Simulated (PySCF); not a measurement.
# C₆H₉NSi: circular dichroism and optical rotation

Wanted: circular dichroism and optical rotation for C₆H₉NSi (`[H]/N=C\C#C[C@H]1C[Si@@H]1C`).

Computed with PySCF 2.14.0 and routines of our own; the level stands in each step. Atoms count from 0.

## Step 1: The starting structure

17 atoms, charge 0, multiplicity 1; geometry from: GFN2-xTB.

## Step 2: Circular dichroism and optical rotation: TDDFT PBE0/def2-SVPD

Job settings and geometry (Å):

```
{"job": {"kind": "ecd", "xc": "PBE0", "basis": "def2-SVPD", "nstates": 16}, "charge": 0, "multiplicity": 1}
C     -3.175088     0.268001     0.761722
Si    -1.586617    -0.568317     0.171492
C     -0.924498    -0.199881    -1.546074
C     -0.168313     0.574199    -0.439879
C      1.169697     0.221618    -0.186888
C      2.298740    -0.163446     0.024632
C      3.634590    -0.507679     0.308421
N      4.491762     0.171609     0.947741
H     -3.111744     0.536761     1.812416
H     -4.024302    -0.398267     0.645223
H     -3.382293     1.172046     0.196554
H     -1.196357    -1.816205     0.805940
H     -1.472314     0.420250    -2.242853
H     -0.328942    -0.941024    -2.061333
H     -0.341437     1.645392    -0.419647
H      3.963405    -1.474519    -0.070020
H      4.146711     1.071494     1.282644
```

Method: TDDFT PBE0/def2-SVPD circular dichroism and optical rotation, one conformer, gas phase.

Command:

```bash
$ OMP_NUM_THREADS=1 python excited_run.py task.json out
```

This one command runs all jobs of the session in turn.

Log:

```text
coarse grid: 14784 points
cycle   1  E = -577.2842033971  dE =  1.021e+00  |g| = 5.174e-01  |ddm| = 1.104e+01
cycle   2  E = -577.2381538675  dE =  4.605e-02  |g| = 6.882e-01  |ddm| = 4.422e+00
cycle   3  E = -577.3521485068  dE = -1.140e-01  |g| = 1.499e-01  |ddm| = 2.492e+00
cycle   4  E = -577.3573155608  dE = -5.167e-03  |g| = 4.473e-02  |ddm| = 4.262e-01
cycle   5  E = -577.3578042774  dE = -4.887e-04  |g| = 1.255e-02  |ddm| = 1.308e-01
cycle   6  E = -577.3578428646  dE = -3.859e-05  |g| = 5.215e-03  |ddm| = 4.209e-02
cycle   7  E = -577.3578489292  dE = -6.065e-06  |g| = 2.226e-03  |ddm| = 1.390e-02
final grid: 138520 points
cycle   8  E = -577.4337948945  dE = -2.538e-05  |g| = 8.762e-03  |ddm| = 1.548e-01
cycle   9  E = -577.4337666126  dE =  2.828e-05  |g| = 1.370e-02  |ddm| = 5.199e-02
cycle  10  E = -577.4338124035  dE = -4.579e-05  |g| = 3.205e-03  |ddm| = 3.015e-02
cycle  11  E = -577.4338151527  dE = -2.749e-06  |g| = 3.575e-04  |ddm| = 5.781e-03
cycle  12  E = -577.4338151860  dE = -3.325e-08  |g| = 1.402e-04  |ddm| = 1.139e-03
cycle  13  E = -577.4338151902  dE = -4.243e-09  |g| = 6.181e-05  |ddm| = 3.633e-04
cycle  14  E = -577.4338151910  dE = -8.474e-10  |g| = 1.995e-05  |ddm| = 2.024e-04
converged SCF energy = -577.4338151910

Singlet excitations and rotatory strengths (1e-40 esu^2 cm^2)
state   eV       nm     f(len)   f(vel)    R(len)    R(vel)   main configurations
  1   4.5800   270.7  0.00203  0.00268     3.614     3.252   H-1->L 0.92
  2   4.8277   256.8  0.45386  0.45142   -19.684   -20.684   H->L 0.91
  3   5.1125   242.5  0.01238  0.01251   -49.584   -49.168   H-2->L 0.84
  4   5.5867   221.9  0.00235  0.00246    -1.150    -0.980   H->L+3 0.60, H->L+1 0.23, H->L+5 0.08
  5   5.8532   211.8  0.02325  0.02594    -9.379   -10.894   H->L+1 0.71, H->L+3 0.24
  6   5.9988   206.7  0.00930  0.01010    19.613    20.575   H->L+2 0.90
  7   6.2960   196.9  0.01108  0.01143    23.513    23.245   H-3->L 0.65, H->L+4 0.08
  8   6.3682   194.7  0.05427  0.05860    18.194    18.832   H->L+5 0.47, H->L+4 0.30
  9   6.5107   190.4  0.00139  0.00160     9.558     9.608   H->L+4 0.57, H->L+5 0.31
 10   6.5551   189.1  0.02749  0.02895    -8.514    -8.649   H-1->L+1 0.55, H-1->L+2 0.15, H-2->L+1 0.13
 11   6.8417   181.2  0.19597  0.20132    19.081    18.940   H-1->L+3 0.32, H-1->L+2 0.23, H-1->L+1 0.18
 12   6.9338   178.8  0.00303  0.00324   -11.864   -13.452   H-2->L+1 0.38, H-1->L+2 0.20, H-1->L+3 0.12
 13   6.9771   177.7  0.00459  0.00451     0.851     0.746   H-2->L+3 0.25, H-1->L+2 0.24, H->L+6 0.20
 14   7.0311   176.3  0.07645  0.07811    20.913    22.211   H->L+6 0.40, H-1->L+3 0.20, H-2->L+1 0.13
 15   7.0996   174.6  0.00423  0.00408    17.707    16.840   H-2->L+3 0.27, H->L+6 0.24, H-2->L+2 0.17
 16   7.2190   171.7  0.04939  0.04970   -17.287   -18.859   H->L+7 0.71, H-2->L+3 0.10

Specific rotation (deg / (dm g/mL))
    nm     length   length(OI)   velocity    alpha(len)  alpha(vel)
  633.0    -269.25    -277.73    -283.90      122.636    123.588
  589.3    -327.19    -337.35    -344.73      123.723    124.685
  546.0    -406.95    -419.40    -428.39      125.130    126.105
  436.0    -845.37    -869.69    -887.01      131.636    132.667
  405.0   -1120.24   -1151.63   -1173.96      135.059    136.116
  365.0   -1760.86   -1808.22   -1842.10      141.994    143.097
  355.0   -2015.82   -2069.43   -2107.97      144.492    145.610
```

It took 1.8 min on 1 thread of Arm Neoverse V1, shared host; peak memory 1 GiB.

Orbitals, density, ELF and potential are computed afterwards from the orbital file.

Frontier orbitals at PBE0/def2-SVPD, with the share of their density that lies nearest to each atom:

```tsv
orbital	energy (eV)	lies on
HOMO	-6.52	C5 24 %; C3 16 %; Si1 15 %
LUMO	-1.01	N7 23 %; C4, C6 about 19 % each; Si1 9 %
```

ELF in a plane through or near 6 of the atoms.

Values, 10 rows by 14 columns:
```
0.00 0.00 0.00 0.00 0.00 0.00 0.00 0.00 0.00 0.00 0.00 0.00 0.00 0.00
0.00 0.00 0.00 0.00 0.00 0.00 0.00 0.00 0.00 0.00 0.00 0.00 0.00 0.00
0.00 0.00 0.04 0.02 0.00 0.00 0.00 0.00 0.00 0.67 0.95 0.03 0.00 0.00
0.00 0.49 0.74 0.47 0.02 0.17 0.02 0.12 0.10 0.71 0.96 0.10 0.00 0.00
0.00 0.73 0.79 0.80 0.52 0.80 0.48 0.78 0.59 0.85 0.25 0.45 0.02 0.00
0.00 0.13 0.35 0.61 0.83 0.66 0.55 0.52 0.32 0.41 0.26 0.08 0.00 0.00
0.00 0.00 0.03 0.13 0.31 0.60 0.14 0.65 0.32 0.38 0.01 0.00 0.00 0.00
0.00 0.00 0.00 0.00 0.01 0.02 0.06 0.92 0.65 0.34 0.00 0.00 0.00 0.00
0.00 0.00 0.00 0.00 0.00 0.00 0.01 0.24 0.05 0.02 0.00 0.00 0.00 0.00
0.00 0.00 0.00 0.00 0.00 0.00 0.00 0.00 0.00 0.00 0.00 0.00 0.00 0.00
```
The map spans 14.2 Å across and 9.6 Å up, centred on the molecule. Atoms in the plane (x, y in Å): C0 (3.2, 0.9), C2 (1.0, -1.5), C4 (-1.2, -0.2), C5 (-2.3, -0.1), N7 (-4.5, 0.9), H8 (3.1, 1.9).

On the surface of density 0.002 e/bohr³ the electrostatic potential runs, from the 1st to the 99th percentile, from -2.03 V near N7 to 1.26 V near H9.

## Step 3: Results

```
                                                                                  quantity                                                          value
state of largest rotatory strength (velocity form) among 16 (step 2, TDDFT PBE0/def2-SVPD)  5.11 eV, R = -49.2 (velocity), -49.6 (length) ·10⁻⁴⁰ esu² cm²
                              specific rotation at 633.0 nm (step 2, TDDFT PBE0/def2-SVPD)                             -283.9 (velocity), -269.2 (length)
                                                     surface potential, 1st and 99th percentile                                             -2.03 V and 1.26 V
```

Rotations belong to one conformer. At PBE0/def2-SVPD, counted by nearest atom on the grid, the HOMO lies on C5 24 %; C3 16 %, the LUMO on N7 23 %; C4, C6 about 19 % each.
